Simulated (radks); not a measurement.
**Be with its nuclear charge varied continuously**

What is the energy between the elements? 4 electrons are held in [He] 2s2 while Z is changed in small steps.

Method: non-relativistic Kohn-Sham, LDA (Slater exchange, Perdew-Wang correlation), spin-polarised, spherical densities, point nucleus. Code: radks (a radial shooting solver on a logarithmic mesh, Libxc functionals) version 1.

### Step 1. The system

| Quantity | Value |
| --- | --- |
| element | beryllium (Z = 4) |
| charge | 0 |
| electrons | 4 |
| configuration | [He] 2s2 |

The outer shells:

Be
```
[He] core
2s [↑↓]
```

### Step 2. Z = 4

Input:

```text
Z 4
configuration [He] 2s2
relativity non-relativistic
functional lda,pw
spin polarised
nucleus point
```

### Step 3. Z = 3.8

Changes since step 2:

```diff
@@ -1,2 +1,2 @@
-Z 4
+Z 3.8
 configuration [He] 2s2
```

### Step 4. Z = 4.2

Changes since step 3:

```diff
@@ -1,2 +1,2 @@
-Z 3.8
+Z 4.2
 configuration [He] 2s2
```

### Step 5. Z = 4.4

Changes since step 4:

```diff
@@ -1,2 +1,2 @@
-Z 4.2
+Z 4.4
 configuration [He] 2s2
```

### Step 6. Z = 4.6

Changes since step 5:

```diff
@@ -1,2 +1,2 @@
-Z 4.4
+Z 4.6
 configuration [He] 2s2
```

### Step 7. Z = 4.8

Changes since step 6:

```diff
@@ -1,2 +1,2 @@
-Z 4.6
+Z 4.8
 configuration [He] 2s2
```

### Step 8. Z = 5

Changes since step 7:

```diff
@@ -1,2 +1,2 @@
-Z 4.8
+Z 5
 configuration [He] 2s2
```

Q: Predict the outcome of this session. Wanted: for each run, Z; E; E(electron-nucleus)/Z; highest level; its energy; <r>.

**Answer**, as computed:

| Z | E (hartree) | E(electron-nucleus)/Z (hartree) | highest level | its energy (eV) | <r> (bohr) |
| --- | --- | --- | --- | --- | --- |
| 3.8 | -12.82882 | -7.83741 | 2s | -3.692 | 2.901 |
| 4 | -14.44647 | -8.33902 | 2s | -5.599 | 2.620 |
| 4.2 | -16.16439 | -8.84011 | 2s | -7.796 | 2.392 |
| 4.4 | -17.98249 | -9.34082 | 2s | -10.277 | 2.203 |
| 4.6 | -19.90070 | -9.84127 | 2s | -13.041 | 2.044 |
| 4.8 | -21.91899 | -10.3415 | 2s | -16.084 | 1.907 |
| 5 | -24.03731 | -10.8417 | 2s | -19.405 | 1.788 |

**Reading.** At Z = 4 the central difference of E is -8.339 hartree, against -8.339 from the Hellmann-Feynman theorem. The top level goes from -3.692 eV at Z = 3.8 to -19.405 eV at Z = 5.
